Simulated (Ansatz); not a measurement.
This script for a single point from an input written key by key of CH6BNO2, SMILES NB(O)CO with Ansatz's Python interface holds a mistake.

The script reads `input.yaml`:
```yaml
crystal:
  periodic: [false, false, false]
  atoms:
    - { symbol: "N", position_ang: [-1.2983, -0.1522, 1.1427] }
    - { symbol: B, position_ang: [0.0815, -0.2275, 0.6266] }
    - { symbol: O, position_ang: [0.9762, -1.1459, 1.2681] }
    - { symbol: C, position_ang: [0.6618, 0.6803, -0.5983] }
    - { symbol: O, position_ang: [-0.1658, 0.3861, -1.7595] }
    - { symbol: H, position_ang: [-1.5054, 0.9093, 1.3838] }
    - { symbol: H, position_ang: [-1.9516, -0.3247, 0.3323] }
    - { symbol: H, position_ang: [0.9429, -1.9822, 0.7808] }
    - { symbol: H, position_ang: [0.4639, 1.756, -0.2859] }
    - { symbol: H, position_ang: [1.6717, 0.4868, -0.7588] }
    - { symbol: H, position_ang: [0.1886, -0.443, -2.1111] }
basis:
  gaussian: { orbitals: cc-pVDZ }
hamiltonian:
  xc: r2scan
output:
  forces: true
magnetization:
  multiplicity: 3
```

The script, `ch6bno2_deck.py`:
```python
'''CH6BNO2 through the session interface.'''

import logging
import sys

import ansatz
import numpy as np

logging.basicConfig(stream=sys.stdout, format='%(levelname)s:%(name)s:%(message)s')
log = logging.getLogger('run')
log.setLevel(logging.INFO)


def main() -> None:
    session = ansatz.Session.from_deck('input.yaml')
    r = session.plan(threads=1).execute().report

    for key in ('converged', 'free_energy_ev', 'reference_energy_ev', 'n_frozen', 'n_occupied', 'n_virtual'):
        log.info(f'{key:22s} {r[key]}')
    symbols = ['N', 'B', 'O', 'C', 'O', 'H', 'H', 'H', 'H', 'H', 'H']
    state = r['mean_field']['state']
    log.info(f'mean field: {state["energy"]["hartree"]:.7f} Ha, <S^2> = {abs(state["spin_squared"]):.4f}, stability: {state.get("stability", {}).get("kind")}')

    log.info('forces (eV/A)')
    for symbol, f in zip(symbols, r['forces_ev_ang']):
        log.info(f'  {symbol:2s} {f[0]:9.4f} {f[1]:9.4f} {f[2]:9.4f}')
    charges = r['charge_distribution']
    dipole = np.array(charges['dipole_moment_e_ang']) * 4.803205
    log.info('dipole (D): {:.3f} {:.3f} {:.3f}, length {:.3f}'.format(*dipole, np.linalg.norm(dipole)))
    log.info('atom  Mulliken   Lowdin')
    for symbol, m, l in zip(symbols, charges['mulliken_charges_e'], charges['lowdin_charges_e']):
        log.info(f'{symbol:4s} {m:9.3f} {l:8.3f}')


if __name__ == '__main__':
    main()
```

```console
$ python ch6bno2_deck.py
Traceback (most recent call last):
  File "ch6bno2_deck.py", line 36, in <module>
    main()
    ~~~~^^
  File "ch6bno2_deck.py", line 15, in main
    session = ansatz.Session.from_deck('input.yaml')
ansatz.RefusalError: YAML parse error: error: line 22 column 3: unknown field `multiplicity`, expected one of spin_polarized, noncollinear, spin_orbit, initial_magnetization, per_species, retry_lost_moments, magnetic_field, spin_locking, spin_spiral
  --> <input>:22:3
   |
20 |   forces: true
21 | magnetization:
22 |   multiplicity: 3
   |   ^ unknown field `multiplicity`, expected one of spin_polarized, noncollinear, spin_orbit, initial_magnetization, per_species, retry_lost_moments, magnetic_field, spin_locking, spin_spiral
$ echo $?
1
```

Find the fault and give the corrected script.

The fault: multiplicity as key. The change:

```diff
--- input.yaml
+++ input.yaml
@@ -21,2 +20,0 @@
-magnetization:
-  multiplicity: 3
```

The mended script runs so:

```console
$ python ch6bno2_deck.py
INFO:run:converged              True
INFO:run:free_energy_ev         -7392.116790865679
INFO:run:reference_energy_ev    -7392.116790865679
INFO:run:n_frozen               0
INFO:run:n_occupied             [20, 20]
INFO:run:n_virtual              [80, 80]
INFO:run:mean field: -271.6552815 Ha, <S^2> = 0.0000, stability: minimum
INFO:run:forces (eV/A)
INFO:run:  N    -0.8909    2.0835   -0.1655
INFO:run:  B     0.9001   -0.3044    0.3094
INFO:run:  O    -0.8940    0.6475   -0.8694
INFO:run:  C    -3.3273    0.3813    1.8265
INFO:run:  O     0.1649    0.2035    0.0531
INFO:run:  H     0.4037   -2.4558   -0.7641
INFO:run:  H     0.6381    0.3825    0.7467
INFO:run:  H     0.1947   -0.1397    0.2401
INFO:run:  H     0.4432   -0.7463   -0.7113
INFO:run:  H     2.4102   -0.0565   -0.5969
INFO:run:  H    -0.0427    0.0044   -0.0685
INFO:run:dipole (D): 0.258 -0.690 -1.688, length 1.842
INFO:run:atom  Mulliken   Lowdin
INFO:run:N       -0.192    0.221
INFO:run:B        0.046   -0.798
INFO:run:O       -0.201    0.348
INFO:run:C        0.062   -0.022
INFO:run:O       -0.313    0.174
INFO:run:H        0.117    0.071
INFO:run:H        0.113    0.037
INFO:run:H        0.162   -0.003
INFO:run:H        0.041    0.035
INFO:run:H        0.013   -0.016
INFO:run:H        0.152   -0.047
```

Reading the output:
- Total energies depend on the basis set; only differences at equal settings carry meaning.
- The geometry is a force-field or estimated start, not a minimum of this method, and the basis set is short of its limit.
- The Löwdin charges here are taken after orthogonalising the functions within each atom; they differ from plain Löwdin charges, and their signs can be unphysical.
- The whole script took 6.1 s on 1 thread of Arm Neoverse V1 (shared host), peak memory 0.2 GiB.
